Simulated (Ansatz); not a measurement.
# AlH5O3S (built from SMILES O.[OH][Al]([OH])[SH]): search for a transition state, part 3 of 3

Ansatz 0.2.0, Gaussian basis; PBE0-D4. Earlier steps stand in the parts before.

## (7) Relaxing after a step of 0.30 Å one way along the mode

File downa/in.yaml:

```yaml
crystal:
  periodic: [false, false, false]
  atoms:
    - {symbol: Al, position_ang: [-0.026641, -0.322323, 0.312684]}
    - {symbol: S, position_ang: [0.828790, 1.149879, -1.525692]}
    - {symbol: O, position_ang: [1.234378, -0.679306, 1.404745]}
    - {symbol: O, position_ang: [-0.847139, -1.485635, -0.631215]}
    - {symbol: H, position_ang: [0.088317, 1.622268, -0.673881]}
    - {symbol: O, position_ang: [-0.857003, 1.130854, 0.719408]}
    - {symbol: H, position_ang: [-0.182857, 0.777304, -2.318017]}
    - {symbol: H, position_ang: [1.770053, -1.469399, 1.373065]}
    - {symbol: H, position_ang: [-1.319649, -2.221102, -0.229193]}
    - {symbol: H, position_ang: [-0.688149, 1.497659, 1.568097]}
basis:
  gaussian: {orbitals: def2-TZVP}
hamiltonian: {xc: pbe0, dispersion: d4}
relax: {f_tol: 0.005, max_steps: 200}
```

Command:

```console
ansatz run in.yaml --threads 4 --pin off --events-out ev --progress --plain --max-ram 9574MiB
```

Standard output:

```text
Functional definition: PBE0
  name "PBE0"
  cite "Adamo & Barone, J. Chem. Phys. 110, 6158 (1999) doi:10.1063/1.478522"
  cite "Perdew, Burke & Ernzerhof, Phys. Rev. Lett. 77, 3865 (1996) doi:10.1103/PhysRevLett.77.3865"
  parent pbe
  parameter a = 0.25
  parameter kappa = 0.804
  parameter beta = 0.06672455060314922
  exchange = (1 - a)*pbe_x(kappa = kappa, mu = beta*pi^2/3) + a*exact_x
  correlation = pbe_c(beta = beta)
1223 factors; their error is unknown
mean field evaluation 1: about -23634.6118 eV, gradient 9.6e1 eV
mean field evaluation 2: about -23606.4632 eV, gradient 1.5e2 eV
mean field evaluation 4: about -23649.1729 eV, gradient 3.9e0 eV
mean field evaluation 8: about -23649.2456 eV, gradient 3.0e-1 eV
mean field evaluation 16: about -23649.2457 eV, gradient 4.4e-5 eV
mean field -23649.24573771 eV, -869.0937508262 hartree, gradient 4.4e-5 eV, S^2 0.000000; 0 other end points of the search recorded, 0 dependent functions left out
the calculation of the forces begins
reference -23649.24577036 eV, -869.0937520263 hartree; 29, 29 occupied and 168, 168 virtual orbitals, 1223 factors
relax step   1: F+E_penalty+E_count = -23649.42847980 eV  Δ(F+E_penalty+E_count) = +0.000e0 eV  max|allowed force component| = 3.680e0 eV/Å  Δτ_max = 0.0000 Å  (27 SCF iters, accepted)
these checks for a lower state are left out or cut short: starts, cluster_reference, orbital_swaps, neighbouring_geometries, increment
1223 factors; their error is unknown
mean field -23649.70676360 eV, -869.1106932153 hartree, gradient 1.2e-5 eV, S^2 0.000000; 0 other end points of the search recorded, 0 dependent functions left out
the calculation of the forces begins
reference -23649.70679657 eV, -869.1106944271 hartree; 29, 29 occupied and 168, 168 virtual orbitals, 1223 factors
relax step   2: F+E_penalty+E_count = -23649.88837084 eV  Δ(F+E_penalty+E_count) = -4.599e-1 eV  max|allowed force component| = 8.222e-1 eV/Å  Δτ_max = 0.1759 Å  (30 SCF iters, accepted)
these checks for a lower state are left out or cut short: starts, cluster_reference, orbital_swaps, neighbouring_geometries, increment
1223 factors; their error is unknown
mean field -23649.78013170 eV, -869.1133894431 hartree, gradient 2.7e-5 eV, S^2 0.000000; 0 other end points of the search recorded, 0 dependent functions left out
the calculation of the forces begins
reference -23649.78016466 eV, -869.1133906545 hartree; 29, 29 occupied and 168, 168 virtual orbitals, 1223 factors
relax step   3: F+E_penalty+E_count = -23649.96140138 eV  Δ(F+E_penalty+E_count) = -7.303e-2 eV  max|allowed force component| = 2.353e-1 eV/Å  Δτ_max = 0.2000 Å  (30 SCF iters, accepted)
[... from here on, the SCF cycles and remarks between the steps are left out ...]
relax step   4: F+E_penalty+E_count = -23649.97725350 eV  Δ(F+E_penalty+E_count) = -1.585e-2 eV  max|allowed force component| = 3.966e-1 eV/Å  Δτ_max = 0.2000 Å  (30 SCF iters, accepted)
relax step   5: F+E_penalty+E_count = -23649.99342246 eV  Δ(F+E_penalty+E_count) = -1.617e-2 eV  max|allowed force component| = 5.833e-1 eV/Å  Δτ_max = 0.1812 Å  (30 SCF iters, accepted)
relax step   6: F+E_penalty+E_count = -23649.98115460 eV  Δ(F+E_penalty+E_count) = +1.227e-2 eV  max|allowed force component| = 4.636e-1 eV/Å  Δτ_max = 0.2000 Å  (36 SCF iters, rejected (line search))
relax step   7: F+E_penalty+E_count = -23650.01595075 eV  Δ(F+E_penalty+E_count) = -2.253e-2 eV  max|allowed force component| = 7.935e-2 eV/Å  Δτ_max = 0.0714 Å  (30 SCF iters, accepted)
relax step   8: F+E_penalty+E_count = -23650.01836808 eV  Δ(F+E_penalty+E_count) = -2.417e-3 eV  max|allowed force component| = 5.183e-2 eV/Å  Δτ_max = 0.0832 Å  (30 SCF iters, accepted)
relax step   9: F+E_penalty+E_count = -23650.01870660 eV  Δ(F+E_penalty+E_count) = -3.385e-4 eV  max|allowed force component| = 2.079e-1 eV/Å  Δτ_max = 0.0660 Å  (30 SCF iters, accepted)
relax step  10: F+E_penalty+E_count = -23650.02428797 eV  Δ(F+E_penalty+E_count) = -5.581e-3 eV  max|allowed force component| = 1.117e-1 eV/Å  Δτ_max = 0.2000 Å  (36 SCF iters, accepted)
relax step  11: F+E_penalty+E_count = -23650.02574829 eV  Δ(F+E_penalty+E_count) = -1.460e-3 eV  max|allowed force component| = 2.835e-1 eV/Å  Δτ_max = 0.0544 Å  (30 SCF iters, accepted)
relax step  12: F+E_penalty+E_count = -23650.02779517 eV  Δ(F+E_penalty+E_count) = -2.047e-3 eV  max|allowed force component| = 3.486e-1 eV/Å  Δτ_max = 0.0638 Å  (29 SCF iters, accepted)
relax step  13: F+E_penalty+E_count = -23650.03010634 eV  Δ(F+E_penalty+E_count) = -2.311e-3 eV  max|allowed force component| = 1.283e-2 eV/Å  Δτ_max = 0.0629 Å  (30 SCF iters, accepted)
relax step  14: F+E_penalty+E_count = -23650.03012770 eV  Δ(F+E_penalty+E_count) = -2.135e-5 eV  max|allowed force component| = 1.030e-1 eV/Å  Δτ_max = 0.0254 Å  (30 SCF iters, accepted)
relax step  15: F+E_penalty+E_count = -23650.03033423 eV  Δ(F+E_penalty+E_count) = -2.065e-4 eV  max|allowed force component| = 1.037e-1 eV/Å  Δτ_max = 0.0248 Å  (31 SCF iters, accepted)
relax step  16: F+E_penalty+E_count = -23650.03065617 eV  Δ(F+E_penalty+E_count) = -3.219e-4 eV  max|allowed force component| = 3.058e-2 eV/Å  Δτ_max = 0.0301 Å  (31 SCF iters, accepted)
relax step  17: F+E_penalty+E_count = -23650.03068688 eV  Δ(F+E_penalty+E_count) = -3.071e-5 eV  max|allowed force component| = 1.727e-1 eV/Å  Δτ_max = 0.0770 Å  (30 SCF iters, accepted)
relax step  18: F+E_penalty+E_count = -23650.03147004 eV  Δ(F+E_penalty+E_count) = -7.832e-4 eV  max|allowed force component| = 1.094e-1 eV/Å  Δτ_max = 0.0203 Å  (31 SCF iters, accepted)
relax step  19: F+E_penalty+E_count = -23650.03250556 eV  Δ(F+E_penalty+E_count) = -1.036e-3 eV  max|allowed force component| = 3.366e-2 eV/Å  Δτ_max = 0.0599 Å  (30 SCF iters, accepted)
relax step  20: F+E_penalty+E_count = -23650.02935908 eV  Δ(F+E_penalty+E_count) = +3.146e-3 eV  max|allowed force component| = 3.545e-1 eV/Å  Δτ_max = 0.0364 Å  (31 SCF iters, rejected (line search))
relax step  21: F+E_penalty+E_count = -23650.03301621 eV  Δ(F+E_penalty+E_count) = -5.106e-4 eV  max|allowed force component| = 1.875e-2 eV/Å  Δτ_max = 0.0175 Å  (31 SCF iters, accepted)
relax step  22: F+E_penalty+E_count = -23650.03388242 eV  Δ(F+E_penalty+E_count) = -8.662e-4 eV  max|allowed force component| = 1.671e-1 eV/Å  Δτ_max = 0.0976 Å  (30 SCF iters, accepted)
relax step  23: F+E_penalty+E_count = -23650.03496438 eV  Δ(F+E_penalty+E_count) = -1.082e-3 eV  max|allowed force component| = 1.334e-1 eV/Å  Δτ_max = 0.0351 Å  (30 SCF iters, accepted)
relax step  24: F+E_penalty+E_count = -23650.03664724 eV  Δ(F+E_penalty+E_count) = -1.683e-3 eV  max|allowed force component| = 1.950e-1 eV/Å  Δτ_max = 0.1167 Å  (30 SCF iters, accepted)
relax step  25: F+E_penalty+E_count = -23650.03792997 eV  Δ(F+E_penalty+E_count) = -1.283e-3 eV  max|allowed force component| = 1.795e-1 eV/Å  Δτ_max = 0.0494 Å  (30 SCF iters, accepted)
relax step  26: F+E_penalty+E_count = -23650.03933141 eV  Δ(F+E_penalty+E_count) = -1.401e-3 eV  max|allowed force component| = 1.430e-1 eV/Å  Δτ_max = 0.0621 Å  (30 SCF iters, accepted)
relax step  27: F+E_penalty+E_count = -23650.03927940 eV  Δ(F+E_penalty+E_count) = +5.201e-5 eV  max|allowed force component| = 2.045e-1 eV/Å  Δτ_max = 0.1034 Å  (30 SCF iters, rejected (line search))
relax step  28: F+E_penalty+E_count = -23650.04123889 eV  Δ(F+E_penalty+E_count) = -1.907e-3 eV  max|allowed force component| = 2.932e-2 eV/Å  Δτ_max = 0.0517 Å  (30 SCF iters, accepted)
relax step  29: F+E_penalty+E_count = -23650.04254636 eV  Δ(F+E_penalty+E_count) = -1.307e-3 eV  max|allowed force component| = 1.271e-1 eV/Å  Δτ_max = 0.0975 Å  (30 SCF iters, accepted)
relax step  30: F+E_penalty+E_count = -23650.04378258 eV  Δ(F+E_penalty+E_count) = -1.236e-3 eV  max|allowed force component| = 9.581e-2 eV/Å  Δτ_max = 0.0497 Å  (30 SCF iters, accepted)
relax step  31: F+E_penalty+E_count = -23650.04437935 eV  Δ(F+E_penalty+E_count) = -5.968e-4 eV  max|allowed force component| = 1.758e-1 eV/Å  Δτ_max = 0.1038 Å  (30 SCF iters, accepted)
relax step  32: F+E_penalty+E_count = -23650.04559424 eV  Δ(F+E_penalty+E_count) = -1.215e-3 eV  max|allowed force component| = 1.083e-1 eV/Å  Δτ_max = 0.0445 Å  (30 SCF iters, accepted)
relax step  33: F+E_penalty+E_count = -23650.04622014 eV  Δ(F+E_penalty+E_count) = -6.259e-4 eV  max|allowed force component| = 1.631e-2 eV/Å  Δτ_max = 0.0173 Å  (32 SCF iters, accepted)
relax step  34: F+E_penalty+E_count = -23650.04653290 eV  Δ(F+E_penalty+E_count) = -3.128e-4 eV  max|allowed force component| = 1.244e-2 eV/Å  Δτ_max = 0.0323 Å  (30 SCF iters, accepted)
relax step  35: F+E_penalty+E_count = -23650.04647444 eV  Δ(F+E_penalty+E_count) = +5.846e-5 eV  max|allowed force component| = 1.133e-1 eV/Å  Δτ_max = 0.0877 Å  (30 SCF iters, rejected (line search))
relax step  36: F+E_penalty+E_count = -23650.04646842 eV  Δ(F+E_penalty+E_count) = +6.448e-5 eV  max|allowed force component| = 5.649e-2 eV/Å  Δτ_max = 0.0438 Å  (30 SCF iters, rejected (line search))
relax step  37: F+E_penalty+E_count = -23650.04684970 eV  Δ(F+E_penalty+E_count) = -3.168e-4 eV  max|allowed force component| = 1.214e-2 eV/Å  Δτ_max = 0.0216 Å  (31 SCF iters, accepted)
relax step  38: F+E_penalty+E_count = -23650.04696463 eV  Δ(F+E_penalty+E_count) = -1.149e-4 eV  max|allowed force component| = 6.479e-2 eV/Å  Δτ_max = 0.0674 Å  (29 SCF iters, accepted)
relax step  39: F+E_penalty+E_count = -23650.04696750 eV  Δ(F+E_penalty+E_count) = -2.874e-6 eV  max|allowed force component| = 2.610e-2 eV/Å  Δτ_max = 0.0135 Å  (32 SCF iters, accepted)
relax step  40: F+E_penalty+E_count = -23650.04709805 eV  Δ(F+E_penalty+E_count) = -1.305e-4 eV  max|allowed force component| = 4.964e-3 eV/Å  Δτ_max = 0.0165 Å  (31 SCF iters, accepted)
relax step  41: F+E_penalty+E_count = -23650.04713312 eV  Δ(F+E_penalty+E_count) = -3.507e-5 eV  max|allowed force component| = 1.576e-2 eV/Å  Δτ_max = 0.0187 Å  (31 SCF iters, accepted)
relax step  42: F+E_penalty+E_count = -23650.04714414 eV  Δ(F+E_penalty+E_count) = -1.102e-5 eV  max|allowed force component| = 7.776e-3 eV/Å  Δτ_max = 0.0040 Å  (33 SCF iters, accepted)
these checks for a lower state are left out or cut short: starts, cluster_reference, orbital_swaps, neighbouring_geometries, increment
1223 factors; their error is unknown
mean field -23649.86708614 eV, -869.1165849600 hartree, gradient 1.3e-5 eV, S^2 0.000000; 0 other end points of the search recorded, 0 dependent functions left out
the calculation of the forces begins
reference -23649.86711913 eV, -869.1165861722 hartree; 29, 29 occupied and 168, 168 virtual orbitals, 1223 factors
relax step  43: F+E_penalty+E_count = -23650.04715310 eV  Δ(F+E_penalty+E_count) = -8.959e-6 eV  max|allowed force component| = 4.297e-3 eV/Å  Δτ_max = 0.0088 Å  (32 SCF iters, accepted)
1223 factors; their error is unknown
mean field evaluation 320: about -23649.8209 eV, gradient 4.0e-1 eV
mean field -23649.86708614 eV, -869.1165849600 hartree, gradient 7.4e-5 eV, S^2 0.000000; 1 other end points of the search recorded, 0 dependent functions left out
the calculation of the forces begins
reference -23649.86711913 eV, -869.1165861722 hartree; 29, 29 occupied and 168, 168 virtual orbitals, 1223 factors
Total energy: -23650.04718608 eV, -869.1232035108 hartree
Atom 0 at    -0.067396    -0.248401     0.515230 Å, force     0.001530    -0.000262    -0.000352 eV/Å
Atom 1 at     0.724500     1.313218    -1.309270 Å, force    -0.001128     0.001195    -0.000064 eV/Å
Atom 2 at     1.482314    -0.639631     1.120708 Å, force    -0.003352    -0.000273    -0.000182 eV/Å
Atom 3 at    -0.863686    -1.405702    -0.463397 Å, force    -0.000874    -0.000332    -0.000886 eV/Å
Atom 4 at    -0.497351     1.515086    -1.830635 Å, force     0.000354     0.000093     0.000348 eV/Å
Atom 5 at    -1.043568     0.881234     1.348747 Å, force     0.004297    -0.001809    -0.000118 eV/Å
Atom 6 at     1.006489     0.336327    -2.188300 Å, force     0.000287    -0.000745     0.000374 eV/Å
Atom 7 at     1.814998    -1.533578     1.069485 Å, force     0.000983     0.000811     0.000331 eV/Å
Atom 8 at    -1.813539    -1.500966    -0.424375 Å, force    -0.000114     0.000278     0.000696 eV/Å
Atom 9 at    -0.742661     1.282612     2.161809 Å, force    -0.001983     0.001044    -0.000146 eV/Å
Dipole moment:     0.010161     0.164499    -0.459203 e Å
```

Run time: 2.5 min. Hardware: 4 threads of Arm Neoverse V1, shared host; peak memory 0.6 GiB.

Relaxation path: (not every step is listed) (the energy doesn't fall at every step)

```tsv
step	energy from step 1 (eV)	largest force component (eV/Å)
1	0.0000	3.6801
2	-0.4599	0.8222
3	-0.5329	0.2353
4	-0.5488	0.3966
5	-0.5649	0.5833
6	-0.5527	0.4636
7	-0.5875	0.0794
8	-0.5899	0.0518
9	-0.5902	0.2079
11	-0.5973	0.2835
13	-0.6016	0.0128
15	-0.6019	0.1037
17	-0.6022	0.1727
19	-0.6040	0.0337
21	-0.6045	0.0187
23	-0.6065	0.1334
25	-0.6094	0.1795
27	-0.6108	0.2045
29	-0.6141	0.1271
31	-0.6159	0.1758
33	-0.6177	0.0163
35	-0.6180	0.1133
37	-0.6184	0.0121
38	-0.6185	0.0648
39	-0.6185	0.0261
40	-0.6186	0.0050
41	-0.6187	0.0158
42	-0.6187	0.0078
43	-0.6187	0.0043
```

Distances of close pairs at the start and the end, largest changes first:

```tsv
bond	before (Å)	after (Å)	change (Å)
S2–H5	1.224	1.344	+0.120
Al1–S2	2.506	2.529	+0.023
O6–H10	0.940	0.955	+0.016
Al1–O6	1.722	1.710	-0.013
O4–H9	0.962	0.955	-0.007
S2–H7	1.338	1.344	+0.006
Al1–O4	1.708	1.712	+0.004
Al1–O3	1.706	1.709	+0.003
```

## (8) Relaxing after a step of 0.30 Å the other way along the mode

File downb/in.yaml:

```yaml
crystal:
  periodic: [false, false, false]
  atoms:
    - {symbol: Al, position_ang: [0.113979, -0.384192, 0.083241]}
    - {symbol: S, position_ang: [0.892657, 1.072480, -1.545157]}
    - {symbol: O, position_ang: [1.180655, -0.671053, 1.390919]}
    - {symbol: O, position_ang: [-0.869170, -1.568114, -0.642797]}
    - {symbol: H, position_ang: [-0.241788, 1.603531, -0.173202]}
    - {symbol: O, position_ang: [-0.769375, 1.192985, 0.600211]}
    - {symbol: H, position_ang: [-0.143809, 0.804015, -2.372861]}
    - {symbol: H, position_ang: [1.759448, -1.430735, 1.415555]}
    - {symbol: H, position_ang: [-1.357395, -2.254077, -0.209249]}
    - {symbol: H, position_ang: [-0.565102, 1.635360, 1.453339]}
basis:
  gaussian: {orbitals: def2-TZVP}
hamiltonian: {xc: pbe0, dispersion: d4}
relax: {f_tol: 0.005, max_steps: 200}
```

Command:

```console
ansatz run in.yaml --threads 4 --pin off --events-out ev --progress --plain --max-ram 9574MiB
```

Standard output (excerpt; [...] marks lines left out):

```text
Functional definition: PBE0
  name "PBE0"
  cite "Adamo & Barone, J. Chem. Phys. 110, 6158 (1999) doi:10.1063/1.478522"
  cite "Perdew, Burke & Ernzerhof, Phys. Rev. Lett. 77, 3865 (1996) doi:10.1103/PhysRevLett.77.3865"
  parent pbe
[...]
1223 factors; their error is unknown
[...]
mean field -23649.80019942 eV, -869.1141269184 hartree, gradient 6.3e-5 eV, S^2 0.000000; 0 other end points of the search recorded, 0 dependent functions left out
[...]
Atom 6 at     0.197103     0.418960    -2.671846 Å, force     0.001160     0.000501     0.000885 eV/Å
Atom 7 at     1.789248    -1.151704     1.398096 Å, force    -0.000356     0.001528     0.000681 eV/Å
Atom 8 at    -1.434084    -2.079008    -0.143139 Å, force    -0.000661    -0.000641    -0.001297 eV/Å
Atom 9 at    -0.313013     1.209456     1.623874 Å, force    -0.000323     0.000420     0.000836 eV/Å
Dipole moment:    -0.205485     0.243218     0.620030 e Å
```

Wall time 57 s (4 threads of Arm Neoverse V1, shared host).

Relaxation path: (the energy doesn't fall at every step)

```tsv
step	energy from step 1 (eV)	largest force component (eV/Å)
1	0.0000	1.6408
2	-0.1364	0.7157
3	-0.1962	1.2331
4	-0.2868	0.4054
5	-0.3214	0.3299
6	-0.3347	0.3602
7	-0.3403	0.0597
8	-0.3390	0.3793
9	-0.3429	0.0432
10	-0.3455	0.0462
11	-0.2122	1.0717
12	-0.3463	0.0245
13	-0.3463	0.0335
14	-0.3464	0.0125
15	-0.3464	0.0074
16	-0.3464	0.0024
```

Close pairs (by a distance rule), those that changed most:

```tsv
bond	before (Å)	after (Å)	change (Å)
Al1–S2	2.319	2.218	-0.101
Al1–O6	1.880	1.974	+0.094
H5–O6	1.022	0.967	-0.055
O6–H10	0.982	0.969	-0.013
Al1–O3	1.712	1.721	+0.010
S2–H7	1.353	1.344	-0.010
O4–H9	0.947	0.955	+0.008
O3–H8	0.955	0.954	-0.002
```

## (9) What the saddle joins

```tsv
pair	start side (Å)	saddle (Å)	end side (Å)
Al1–O6	1.974	1.801	1.710
S2–H5	2.916	1.538	1.344
Al1–S2	2.218	2.412	2.529
H5–O6	0.967	1.385	3.288
```

## (10) Outcome

The summary covers parts 1 to 3.

```
                       quantity                                                          value
                 imaginary mode                                                      782i cm⁻¹
    barrier from the start side                                                    56.5 kJ/mol
      barrier from the end side                                                    29.4 kJ/mol
             energy of the step                                                   +27.0 kJ/mol
              pairs that change  Al1–O6 tightened, S2–H5 formed, Al1–S2 loosened, H5–O6 broken
zero-point energy at the saddle                                                       1.553 eV
```

In words: One imaginary mode, 782i cm⁻¹, makes this a first-order saddle. It joins the planned start and end. A bond meant to break is only loosened at the end: the products stay bound as an adduct. At PBE0-D4/def2-TZVP the electronic barrier is 56.5 kJ/mol, about 23 kT at 298 K, and the step runs 27.0 kJ/mol uphill. A step off the saddle overshot and began above it in energy, so the link to its end is likely but not proven.
